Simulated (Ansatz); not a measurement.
**GdLuCl2O2 (P4mm): the equilibrium volume**

Aim: the volume at which the pressure of GdLuCl2O2 (P4mm) vanishes.

Computed with Ansatz 0.2.0 (DFT PBEsol+U (U_eff = 6 eV on Gd 4f), scalar-relativistic, plane waves, PAW, unless a step's input says otherwise).

## 1. The system as given

It takes space group P4mm (No. 99, tetragonal). The conventional cell has a = 3.925 Å, b = 3.925 Å, c = 6.622 Å, α = 90.00°, β = 90.00°, γ = 90.00°. Cl (site symmetry 4mm) has 1 Lu at 3.02 Å and 4 Gd at 3.06 Å and 4 O at 3.09 Å as nearest neighbours. Cl (site symmetry 4mm) is surrounded by 1 Gd at 2.99 Å and 4 Lu at 3.07 Å. Gd (site symmetry 4mm) has 4 O at 2.25 Å and 5 Cl at 2.99 to 3.06 Å as nearest neighbours. Lu (site symmetry 4mm) has 4 O at 2.31 Å and 5 Cl at 3.02 to 3.07 Å as nearest neighbours. O (site symmetry 2mm) is surrounded by 2 Gd at 2.25 Å and 2 Lu at 2.31 Å.

As a file:

```cif
data_structure
_symmetry_space_group_name_H-M 'P 1'
_symmetry_Int_Tables_number 1
_cell_length_a 3.9249
_cell_length_b 3.9249
_cell_length_c 6.6222
_cell_angle_alpha 90.000
_cell_angle_beta 90.000
_cell_angle_gamma 90.000
_cell_volume 102.01
loop_
_atom_site_label
_atom_site_type_symbol
_atom_site_fract_x
_atom_site_fract_y
_atom_site_fract_z
_atom_site_occupancy
Cl1 Cl 0.00000 0.00000 0.63232 1
Cl2 Cl 0.50000 0.50000 0.37633 1
Gd1 Gd 0.50000 0.50000 0.82796 1
Lu1 Lu 0.00000 0.00000 0.17648 1
O1 O 0.50000 0.00000 0.99275 1
O2 O 0.00000 0.50000 0.99275 1
```

Starting moments: Gd 7.54 μB.

## 2. The first run (PBEsol+U, 6×6×4 mesh)

Input file input.yaml:

```yaml
crystal:
  lattice:
    - [3.9248677473, 0.0, 0.0]
    - [0.0, 3.9248677473, 0.0]
    - [0.0, 0.0, 6.6221553573]
  atoms:
    - { symbol: Cl, position: [0.0, 0.0, 0.632324086] }
    - { symbol: Cl, position: [0.5, 0.5, 0.3763264103] }
    - { symbol: Gd, position: [0.5, 0.5, 0.8279612961], spin: 7.54 }
    - { symbol: Lu, position: [0.0, 0.0, 0.1764819847] }
    - { symbol: O, position: [0.5, 0.0, 0.9927526114] }
    - { symbol: O, position: [0.0, 0.5, 0.9927526114] }
basis:
  ecutwfc: 420
kpoints:
  mp_grid: { grid: [6, 6, 4] }
hamiltonian:
  xc: pbesol
  hubbard: { sites: [{ species: Gd, l: f, u_eff: 6.0 }] }
scf:
  occupations: { method: gaussian, width: 0.1 }
  lower_state_search: "off"
output:
  forces: true
  stress: true
  eigenvalues: true
  populations: true
  hubbard: { sites: [{ species: Gd, l: f }] }
magnetization:
  spin_polarized: true
```

Launch:

```console
> ansatz run input.yaml --threads 8 --pin off --max-ram 14336MiB --backend cpu --events-out ev --progress --plain --runs-dir out
```

What it wrote:

```text
Warning: RAYON_NUM_THREADS=8 ignored (pool sized by the plan → 8); use --threads N
Cl: projections on atomic orbitals take those of the free atom [Ne] 3s2 3p5, of charge +0.00 (hamiltonian.pseudopotentials.projection_atoms); the dataset's partial waves leave at most 2.1e-7 of an orbital's norm unspanned inside its sphere
Gd: projections on atomic orbitals take those of the free atom [Kr 4d10] 4f7 5s2 5p6 5d1 6s2, of charge +0.00 (hamiltonian.pseudopotentials.projection_atoms); the dataset's partial waves leave at most 2.5e-4 of an orbital's norm unspanned inside its sphere
Lu: projections on atomic orbitals take those of the free atom [Kr 4d10] 4f14 5s2 5p6 5d1 6s2, of charge +0.00 (hamiltonian.pseudopotentials.projection_atoms); the dataset's partial waves leave at most 5.1e-5 of an orbital's norm unspanned inside its sphere
O: projections on atomic orbitals take those of the free atom [He] 2s2 2p4, of charge +0.00 (hamiltonian.pseudopotentials.projection_atoms); the dataset's partial waves leave at most 1.9e-8 of an orbital's norm unspanned inside its sphere
Engine: ansatz 0.2.0, aarch64-unknown-linux-gnu
Pseudopotentials: kind: paw
Pseudopotential: Cl, paw, valence charge 7, recommended cutoff 420 eV (normal), Cl.paw.azcp
Pseudopotential: Gd, paw, valence charge 18, recommended cutoff 420 eV (normal), Gd.paw.azcp
Pseudopotential: Lu, paw, valence charge 25, recommended cutoff 420 eV (normal), Lu.paw.azcp
Pseudopotential: O, paw, valence charge 6, recommended cutoff 420 eV (normal), O.paw.azcp
Functional definition: PBEsol
  exchange = pbesol_x
  correlation = pbesol_c
Crystal: 6 atoms, lattice volume = 102.012 Å³
Basis set: ecut = 420 eV, 2015 PW (Γ), exchange–correlation on 54×54×90 points (8 copies of the dense FFT grid, shifted against one another)
Bands: 46, of which v1, the nominal top of the filled ones, is band 35 counted from 1 (34 counted from 0)
Symmetry: 8 space group operations
Space group: P4mm (ITA 99), of the structure as read, at distance tolerance 4.7e-5 Å
Magnetic group: BNS 99.163 (UNI 823), of the structure as read, at distance tolerance 4.7e-5 Å
k-points: 30 of 144 (time reversal used)
Non-local potential: Cl, projectors of the file, l = 0: 2, l = 1: 2, l = 2: 2
Non-local potential: Gd, projectors of the file, l = 0: 3, l = 1: 2, l = 2: 2, l = 3: 3
Non-local potential: Lu, projectors of the file, l = 0: 3, l = 1: 2, l = 2: 2, l = 3: 3
Non-local potential: O, projectors of the file, l = 0: 2, l = 1: 2, l = 2: 1
PAW form: soft (Blöchl's): semilocal exchange-correlation on the pseudo side does not see the compensation charge
PAW frozen core: Cl, regenerated for the run's functional, and the local potential with it (the file was generated under x = pbe(κ = 0.804, μ = 0.2195149727645171), c = pbe(β = 0.06672455060314922))
PAW frozen core: Gd, regenerated for the run's functional, and the local potential with it (the file was generated under x = pbe(κ = 0.804, μ = 0.2195149727645171), c = pbe(β = 0.06672455060314922))
PAW frozen core: Lu, regenerated for the run's functional, and the local potential with it (the file was generated under x = pbe(κ = 0.804, μ = 0.2195149727645171), c = pbe(β = 0.06672455060314922))
PAW frozen core: O, regenerated for the run's functional, and the local potential with it (the file was generated under x = pbe(κ = 0.804, μ = 0.2195149727645171), c = pbe(β = 0.06672455060314922))
PAW one-centre angular grid: Cl, 110 points (default); XC on 64 Gauss nodes
PAW one-centre angular grid: Gd, 590 points (default); XC on 64 Gauss nodes
PAW one-centre angular grid: Lu, 590 points (default); XC on 64 Gauss nodes
PAW one-centre angular grid: O, 110 points (default); XC on 64 Gauss nodes
Initial density: superposition of atomic densities (chi_scale 0.1, normalization cell, long waves kept (reshape's long-wave potential 0.06 eV rms))
Starting moments: Σ|m| = 7.54 μB on 1 of 6 sites
Initial wavefunctions: pseudopotential atomic-orbital guess
Functional: x = pbesol(κ = 0.804, μ = 0.12345679012345678), c = pbesol(β = 0.046)
SCF iter   1: F=—  HF=-27096.377704 eV  |F-HF|=—  |Δ(HF+E_count)|=         —  Δρ=1.47e-1 (↑1.45e-1 ↓1.47e-1)  dr2=1.57e1  dr2_m=1.83e1  M=7.000 μB ∫|m|=7.380 μB  β_m=1.00  ethr=3.10e-3  ⟨swp⟩=5.9  Hψ=11747  notcnv=0
preconditioner: auto → Resta (q_TF=auto, 2.556 Å⁻¹)  ε∞=6.4  [insulator: Δε(μ)=0.752 eV  Ē_g=12.101 eV  σ=0.100 eV  W_gap=1.00  n_scr=36 (ndim 8)  ℏωp=28.2 eV  f_vac=0.000  D(μ)=0.00/eV (n_scr^D=0)  ε∞_Penn≈6.4]
spin=Collinear: Resta preconditioning applied to the charge; magnetization (m = ρ↑ − ρ↓) channel mixes plain (no charge-response kernel on spin).
SCF iter   2: F=—  HF=-27091.436074 eV  |F-HF|=—  |Δ(HF+E_count)|=    4.94e0  Δρ=2.87e-2 (↑2.77e-2 ↓2.87e-2)  dr2=5.22e0  dr2_m=1.93e-1  M=7.000 μB ∫|m|=7.174 μB  β_m=1.00  ethr=3.10e-3  ⟨swp⟩=4.0  Hψ=6524  notcnv=0  defer=231
SCF iter   3: F=—  HF=-27092.741655 eV  |F-HF|=—  |Δ(HF+E_count)|=    1.31e0  Δρ=1.08e-2 (↑1.08e-2 ↓9.56e-3)  dr2=9.23e-1  dr2_m=4.22e-3  M=7.000 μB ∫|m|=7.113 μB  β_m=1.00  ethr=3.10e-3  ⟨swp⟩=4.8  Hψ=6562  notcnv=0  defer=203
SCF iter   4: F=—  HF=-27094.148932 eV  |F-HF|=—  |Δ(HF+E_count)|=    1.41e0  Δρ=7.75e-3 (↑7.75e-3 ↓7.28e-3)  dr2=2.21e-1  dr2_m=6.91e-4  M=7.000 μB ∫|m|=7.104 μB  β_m=1.00  ethr=1.34e-3  ⟨swp⟩=5.2  Hψ=7068  notcnv=0  defer=195
SCF iter   5: F=—  HF=-27094.898507 eV  |F-HF|=—  |Δ(HF+E_count)|=   7.50e-1  Δρ=5.56e-3 (↑5.56e-3 ↓5.23e-3)  dr2=8.90e-2  dr2_m=7.08e-4  M=7.000 μB ∫|m|=7.104 μB  β_m=0.30  ethr=3.21e-4  ⟨swp⟩=4.1  Hψ=8556  notcnv=0  defer=188
Mixer restart at iter 5: flushing history
spin-set hold released at iteration 5 (site moments contracting): the magnetisation degrees of freedom join the quasi-Newton model from the next iteration; the mixer history was flushed
SCF iter   6: F=—  HF=-27095.240153 eV  |F-HF|=—  |Δ(HF+E_count)|=   3.42e-1  Δρ=4.08e-3 (↑4.08e-3 ↓3.71e-3)  dr2=4.55e-2  dr2_m=7.27e-4  M=7.000 μB ∫|m|=7.102 μB  β_m=0.65  ethr=1.29e-4  ⟨swp⟩=1.9  Hψ=3931  notcnv=0  defer=188
SCF iter   7: F=—  HF=-27095.576161 eV  |F-HF|=—  |Δ(HF+E_count)|=   3.36e-1  Δρ=1.03e-3 (↑1.03e-3 ↓7.13e-4)  dr2=9.04e-4  dr2_m=4.83e-4  M=7.000 μB ∫|m|=7.098 μB  β_m=0.63  ethr=6.59e-5  ⟨swp⟩=3.8  Hψ=5976  notcnv=0  defer=188
SCF iter   8: F=—  HF=-27095.576382 eV  |F-HF|=—  |Δ(HF+E_count)|=   2.21e-4  Δρ=6.83e-4 (↑6.83e-4 ↓5.07e-4)  dr2=6.35e-4  dr2_m=1.09e-4  M=7.000 μB ∫|m|=7.099 μB  β_m=0.63  ethr=1.31e-6  ⟨swp⟩=3.4  Hψ=7111  notcnv=0  defer=171
SCF iter   9: F=—  HF=-27095.576430 eV  |F-HF|=—  |Δ(HF+E_count)|=   4.78e-5  Δρ=2.05e-4 (↑2.05e-4 ↓1.82e-4)  dr2=6.84e-5  dr2_m=1.72e-5  M=7.000 μB ∫|m|=7.100 μB  β_m=0.73  ethr=9.20e-7  ⟨swp⟩=3.0  Hψ=4983  notcnv=0  defer=171
SCF iter  10: F=—  HF=-27095.576461 eV  |F-HF|=—  |Δ(HF+E_count)|=   3.14e-5  Δρ=2.36e-4 (↑2.36e-4 ↓1.52e-4)  dr2=8.68e-5  dr2_m=1.54e-5  M=7.000 μB ∫|m|=7.100 μB  β_m=0.65  ethr=9.91e-8  ⟨swp⟩=3.3  Hψ=5932  notcnv=0  defer=171
SCF iter  11: F=—  HF=-27095.576454 eV  |F-HF|=—  |Δ(HF+E_count)|=   6.82e-6  Δρ=6.28e-5 (↑6.28e-5 ↓4.49e-5)  dr2=8.13e-6  dr2_m=1.48e-6  M=7.000 μB ∫|m|=7.101 μB  β_m=0.73  ethr=9.91e-8  ⟨swp⟩=2.0  Hψ=4663  notcnv=0  defer=171
SCF iter  12: F=—  HF=-27095.576457 eV  |F-HF|=—  |Δ(HF+E_count)|=   3.12e-6  Δρ=2.48e-5 (↑2.33e-5 ↓2.48e-5)  dr2=2.90e-6  dr2_m=7.78e-8  M=7.000 μB ∫|m|=7.101 μB  β_m=0.85  ethr=1.18e-8  ⟨swp⟩=2.0  Hψ=4633  notcnv=0  defer=171
SCF iter  13: F=—  HF=-27095.576458 eV  |F-HF|=—  |Δ(HF+E_count)|=   5.18e-7  Δρ=1.40e-5 (↑1.40e-5 ↓9.55e-6)  dr2=5.50e-7  dr2_m=1.55e-8  M=7.000 μB ∫|m|=7.101 μB  β_m=0.80  ethr=4.20e-9  ⟨swp⟩=2.0  Hψ=4180  notcnv=0  defer=171
SCF iter  14: F=-27095.576458 eV  HF=-27095.576458 eV  |F-HF|=1.51e-8  |Δ(HF+E_count)|=   6.63e-8  Δρ=2.13e-6 (↑2.04e-6 ↓2.13e-6)  dr2=2.71e-8  dr2_m=4.09e-10  M=7.000 μB ∫|m|=7.101 μB  ethr=1.45e-10  ⟨swp⟩=15.5  Hψ=22136  notcnv=0
SCF 1 converged in 14 iterations: F = -27095.576458 eV  dr2 = 2.71e-8
SCF converged after 14 iterations
Magnetization: 7.0000 μB (38.0000 up, 31.0000 down)
Absolute magnetization: 7.1010 μB (∫|ρ↑−ρ↓|, with the PAW one-centre terms)
Spin contamination: 0.0077 ħ² per cell (⟨S²⟩ above its minimum at these occupations)
Per-site moments (μB) at R_I (Å): [(-0.007046396853264885, 1.2451961004477574), (-0.004387453140832314, 1.2337035061494181), (6.832579840507829, 0.9262462214119715), (-0.00014487031854823538, 0.9524613180862468), (-0.014797445194884051, 0.9262462214119715), (-0.014797445194884526, 0.9262462214119715)]
Free energy (F): -27095.576458 eV
Harris-Foulkes:  -27095.576458 eV  (|F-HF|=1.51e-8)
Internal energy: -27095.576458 eV  (E = F + TS)
E sigma→0 (E₀):  -27095.576458 eV
Fermi energy:    11.712761 eV
--- Per-component energies (eV) ---
  E_band       = -42.175808
  E_kinetic    = 1493.239421
  E_local      = -11209.227834  (includes V_loc(G=0)·N_el)
  E_nonlocal   = 1026.062401
  E_hartree    = 4714.667426
  E_xc         = -808.469760
  E_vxc        = -943.246303  (∫ρ·V_xc dr)
  E_hubbard    = 0.164536  (on-site DFT+U / exact-exchange correction)
  E_vhub       = -20.806130  (the Hubbard potential's part of the band-sum identity)
  E_paw        = -15188.099542  (= ΣΔE_a)
  E_vpaw       = 182.472646  (= ΣTr[D̂ρ^β])
  E_aug_tail   = 0.005106  (compensation charges beyond the density's cutoff)
  E_ewald      = -7125.998991
  E_core_change = 2.080778  (= ΣΔE_core)
  E_smearing   = -0.000000  (= −TS)
  E_closure    = -0.000000  (closes the sum)
  Σ components = -27095.576458   (vs F -27095.576458, Δ=0.00e0)
--- Forces (eV/Å), atoms counted from 1 ---
  atom   1  Cl    -0.00000000     0.00000000    -0.56955928
  atom   2  Cl     0.00000000     0.00000000    -0.34517814
  atom   3  Gd    -0.00000000     0.00000000    -0.19102093
  atom   4  Lu     0.00000000     0.00000000    -1.84722592
  atom   5  O      0.00000000     0.00000000     1.47652968
  atom   6  O     -0.00000000     0.00000000     1.47652968
  max |Σ_I F_I| component: 7.51e-5 eV/Å
--- Stress (GPa, compression-positive) ---
       -4.895086       0.000000       0.000000
        0.000000      -4.895086       0.000000
        0.000000       0.000000      -4.791178
  P = ⅓ Tr σ = -4.8605 GPa (-48.605 kbar)
--- Band table (eV; the first three rows and the last of 60) ---
  k-point 0 ↑: bands = ["-44.7945", "-33.0542", "-15.5814", "-15.4235", "-15.4235", "-10.8871", "-10.4565", "-10.4565", "-6.3212", "-6.0538", "-4.6378", "-3.9457", "4.2573", "4.2747", "4.2747", "4.3256", "4.3256", "4.3393", "4.3963", "5.8210", "6.4283", "6.4283", "6.4342", "6.4620", "6.4620", "6.4830", "6.5231", "6.7618", "6.7618", "6.8760", "7.1094", "7.1094", "7.2533", "8.2453", "8.2453", "8.7128", "9.4210", "9.4210", "13.9945", "14.0753", "14.5300", "14.6698", "15.7827", "16.0065", "17.1779", "17.1779"]
  k-point 1 ↑: bands = ["-44.7945", "-33.0542", "-15.5813", "-15.4235", "-15.4235", "-10.8933", "-10.4565", "-10.4565", "-6.2605", "-6.0537", "-4.7458", "-3.8865", "4.2746", "4.2746", "4.2832", "4.3259", "4.3259", "4.3393", "4.3966", "5.5522", "6.4135", "6.4135", "6.4478", "6.4478", "6.4638", "6.4840", "6.5230", "6.8038", "6.8038", "7.0503", "7.0503", "7.1023", "7.2405", "8.3455", "8.3455", "8.5372", "9.3814", "9.3814", "14.3685", "14.4199", "14.5806", "15.1465", "15.9085", "16.0195", "16.5916", "17.2587"]
  k-point 2 ↑: bands = ["-44.7945", "-33.0542", "-15.5813", "-15.4234", "-15.4234", "-10.8995", "-10.4565", "-10.4565", "-6.1936", "-6.0535", "-4.8501", "-3.8370", "4.2745", "4.2745", "4.3154", "4.3261", "4.3261", "4.3393", "4.3970", "5.3352", "6.3913", "6.3913", "6.4446", "6.4446", "6.4812", "6.4850", "6.5230", "6.8643", "6.8643", "6.9729", "6.9729", "7.2277", "7.3242", "8.3223", "8.4510", "8.4510", "9.3326", "9.3326", "14.6383", "14.8949", "15.2697", "15.3489", "15.7766", "15.8053", "16.5342", "17.1470"]
  k-point 29 ↓: bands = ["-44.7908", "-29.9788", "-15.5653", "-15.5653", "-15.5178", "-9.3278", "-9.3278", "-8.4455", "-4.8664", "-4.8664", "-4.2843", "-4.1309", "5.2509", "5.6401", "5.6401", "5.8248", "6.4269", "6.4726", "6.4726", "6.5189", "6.5347", "6.5378", "6.5378", "7.8665", "7.8665", "8.0842", "8.3606", "8.5853", "8.6283", "8.6283", "9.2178", "15.2679", "15.3731", "15.4456", "15.4456", "15.5779", "15.5779", "15.6212", "15.6821", "15.9276", "16.0367", "16.0367", "16.2493", "17.0844", "17.3990", "17.3990"]
Occupation matrices written to <dir>
--- Löwdin populations: 6 sites ---
  site symbol       q [e]    m [muB]
     0     Cl      7.2724    -0.0066
     1     Cl      7.2654    -0.0046
     2     Gd     17.1047     7.0291
     3     Lu     24.0039     0.0007
     4      O      6.6014    -0.0110
     5      O      6.6014    -0.0110
  spilling = 0.002184 (of n_electrons = 69.000000)
--- Occupation matrices: 1 shell (run DFT+U table (all-electron-ortho-atomic); ε = 9.02e-5) ---
  Gd2 f_4F: site group C4v (4mm)
  Gd2 f_4F up     Tr n = 6.9949  λ = 0.998 0.999 0.999 0.999 1.000 1.000 1.000  [z(x2-y2) 1.00 B1(1.00) | z3 1.00 A1(1.00) | 2× x(x2-3y2) 0.41 E(1.00) | 3× xyz 0.33 E(0.67)]
  Gd2 f_4F dn     Tr n = 0.0502  λ = 0.004 0.004 0.006 0.007 0.009 0.009 0.013  [2× xz2 0.47 E(1.00) | xyz 1.00 B2(1.00) | z3 1.00 A1(1.00) | 2× x(x2-3y2) 0.47 E(1.00) | z(x2-y2) 1.00 B1(1.00)]
  Tr n, λ and their labels are of the run-group-symmetrised matrices; stabiliser: 8 of 16 elements of G0×{1,Θ} (closed), max defect 2.7e-15 at τ = 1.9e-5
```

Wall time 9.3 s (8 threads of Arm Neoverse V1, shared host); peak memory 0.79 GiB.

In short: volume 17.002 Å³/atom, pressure -4.86 GPa, mesh gap 4.57 eV, moments in the atoms' spheres Gd 6.83 μB.

(Part 1 of 3 ends here.)
